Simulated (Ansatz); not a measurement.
# CH5NOSi: the cost of one run

All numbers below are computed with Ansatz 0.2.0 (RKS LDA/def2-SVP).

### 1 The starting structure

Bond lengths: O1–Si2 1.638 Å, Si2–C3 1.812 Å, Si2–N4 1.752 Å, C3–N4 1.406 Å, O1–H5 0.907 Å, Si2–H6 1.470 Å, C3–H7 1.108 Å, C3–H8 1.122 Å, N4–H9 0.958 Å. Angles (14 of 16 angles, heavy atoms first): O1–Si2–C3 117.3°, O1–Si2–N4 98.8°, C3–Si2–N4 46.4°, Si2–C3–N4 64.5°, Si2–N4–C3 69.0°, O1–Si2–H6 115.8°, C3–Si2–H6 121.4°, N4–Si2–H6 102.9°, Si2–O1–H5 115.4°, Si2–C3–H7 118.5°, Si2–C3–H8 120.0°, N4–C3–H7 116.8°, N4–C3–H8 116.9°, Si2–N4–H9 106.2°.

Coordinates:

```xyz
9

O    -1.7321   -0.3280    0.9065
Si   -0.8020    0.2583   -0.3081
C     0.9144    0.6836    0.0896
N     0.6425   -0.6916   -0.0232
H    -1.3330   -0.9436    1.4404
H    -1.1964   -0.1435   -1.6655
H     1.1436    1.0660    1.1039
H     1.5769    1.1362   -0.6949
H     0.8745   -1.0839   -0.8660
```

### 2 End point A

input.yaml reads:

```yaml
crystal:
  periodic: [false, false, false]
  atoms:
    - { symbol: O, position_ang: [-1.7321, -0.328, 0.9065] }
    - { symbol: Si, position_ang: [-0.802, 0.2583, -0.3081] }
    - { symbol: C, position_ang: [0.9144, 0.6836, 0.0896] }
    - { symbol: "N", position_ang: [0.6425, -0.6916, -0.0232] }
    - { symbol: H, position_ang: [-1.333, -0.9436, 1.4404] }
    - { symbol: H, position_ang: [-1.1964, -0.1435, -1.6655] }
    - { symbol: H, position_ang: [1.1436, 1.066, 1.1039] }
    - { symbol: H, position_ang: [1.5769, 1.1362, -0.6949] }
    - { symbol: H, position_ang: [0.8745, -1.0839, -0.866] }
basis:
  gaussian: { orbitals: def2-SVP }
hamiltonian:
  xc: lda
relax:
  f_tol: 0.015
  max_steps: 40
output:
  orbitals: {}
```

On the command line:

```console
$ ansatz run input.yaml --threads 1 --pin off --max-ram 2048MiB --backend cpu --events-out ev --progress --plain --runs-dir out
```

What time and memory should one allow on 1 thread of Arm Neoverse V2, shared host?

About 20 s, with a peak of 0.14 GiB.
